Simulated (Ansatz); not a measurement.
# C2H6BN: taking an electron away

An exercise on one series of results from a longer session: the logs are not shown, and one member is left open.

The runs use Ansatz 0.2.0, Gaussian basis; unrestricted cation, the program's frozen cores in correlated methods.

Levels to be run: UKS PBE-D4/def2-TZVPP; UKS r2SCAN-D4/def2-TZVPP; UKS PBE0-D4/def2-TZVPP; UKS B3LYP-D4/def2-TZVPP; UKS wB97X-V/def2-TZVPP; UKS wB97M-V/def2-TZVPP; UKS B2PLYP/def2-TZVPP; UHF-CCSD(T)/def2-TZVPP; UHF-MP2/def2-QZVPP; extrapolation to the limit; then −ε(HOMO) from the neutral's earlier runs with LDA (SPW92), PBE-D4, revPBE-D4, BLYP-D4, r2SCAN-D4, B97M-V, PBE0-D4, B3LYP-D4, r2SCANh-D4, r2SCAN0-D4, HSE06-D4, BHLYP-D4, CAM-B3LYP-D4, LC-ωPBE, ωB97X-V, ωB97M-V.

## The geometry

An earlier PBE0-D4 in a triple-zeta def2 set relaxation fixed the geometry.

SMILES `[BH3-]C#[N+]C`, 10 atoms, charge 0, spin multiplicity 1.

Atoms are counted from 1 here; the program's logs count them from 0.

Bond lengths: B1–C2 1.535 Å, B1–H5 1.213 Å, B1–H6 1.213 Å, B1–H7 1.213 Å, C2–N3 1.155 Å, N3–C4 1.407 Å, C4–H8 1.091 Å, C4–H9 1.091 Å, C4–H10 1.091 Å. Angles: C2–B1–H5 106.1°, C2–B1–H6 106.1°, C2–B1–H7 106.1°, H5–B1–H6 112.6°, H5–B1–H7 112.6°, H6–B1–H7 112.6°, B1–C2–N3 180.0°, C2–N3–C4 179.9°, N3–C4–H8 109.7°, N3–C4–H9 109.7°, N3–C4–H10 109.7°, H8–C4–H9 109.3°, H8–C4–H10 109.3°, H9–C4–H10 109.3°.

The first run:

Input file in.yaml:

```yaml
crystal:
  periodic: [false, false, false]
  atoms:
    - {symbol: B, position_ang: [-1.081478, 1.189964, -1.304463]}
    - {symbol: C, position_ang: [-0.280516, 0.306960, -0.338235]}
    - {symbol: N, position_ang: [0.322557, -0.357222, 0.389788]}
    - {symbol: C, position_ang: [1.058326, -1.164428, 1.276473]}
    - {symbol: H, position_ang: [-1.429555, 0.465658, -2.212542]}
    - {symbol: H, position_ang: [-2.018125, 1.621822, -0.666757]}
    - {symbol: H, position_ang: [-0.322846, 2.063115, -1.668613]}
    - {symbol: H, position_ang: [1.140271, -2.174319, 0.872292]}
    - {symbol: H, position_ang: [2.057760, -0.747950, 1.409308]}
    - {symbol: H, position_ang: [0.553606, -1.203609, 2.242750]}
basis:
  gaussian: {orbitals: def2-TZVPP}
total_charge: 1
magnetization: {spin_polarized: true, initial_magnetization: 1}
hamiltonian: {xc: pbe, dispersion: d4}
```

Started as:

```sh
$ ansatz run in.yaml --threads 4 --pin off --events-out ev --progress --plain --max-ram 10444MiB
```

Among the steps run: Cation, UKS PBE-D4/def2-TZVPP; Cation, UKS r2SCAN-D4/def2-TZVPP; Cation, UKS PBE0-D4/def2-TZVPP; Cation, UKS B3LYP-D4/def2-TZVPP; Cation, UKS wB97X-V/def2-TZVPP; Cation, UKS wB97M-V/def2-TZVPP; Cation, UKS B2PLYP (frozen core)/def2-TZVPP; Cation, UHF-CCSD(T)/def2-TZVPP; Cation, UHF-MP2/def2-QZVPP.

One table of the session follows, with a row left open; its other results are not shown here.

For comparison, −ε(HOMO) of the neutral from earlier runs:

```
  functional  −ε(HOMO) (eV)
 LDA (SPW92)           6.90
      PBE-D4           6.83
   revPBE-D4           6.80
     BLYP-D4           6.73
   r2SCAN-D4           7.12
      B97M-V              ?
     PBE0-D4           8.10
    B3LYP-D4           7.90
  r2SCANh-D4           7.59
  r2SCAN0-D4           8.30
    HSE06-D4           7.70
    BHLYP-D4           9.32
CAM-B3LYP-D4           9.48
     LC-ωPBE          10.83
     ωB97X-V          10.48
     ωB97M-V          10.33
```

Q: Estimate the row for B97M-V from the others.

**Answer.** −ε(HOMO) (eV): 7.17. In the column «−ε(HOMO) (eV)» it lies between r2SCAN-D4 (7.12) and r2SCANh-D4 (7.59).
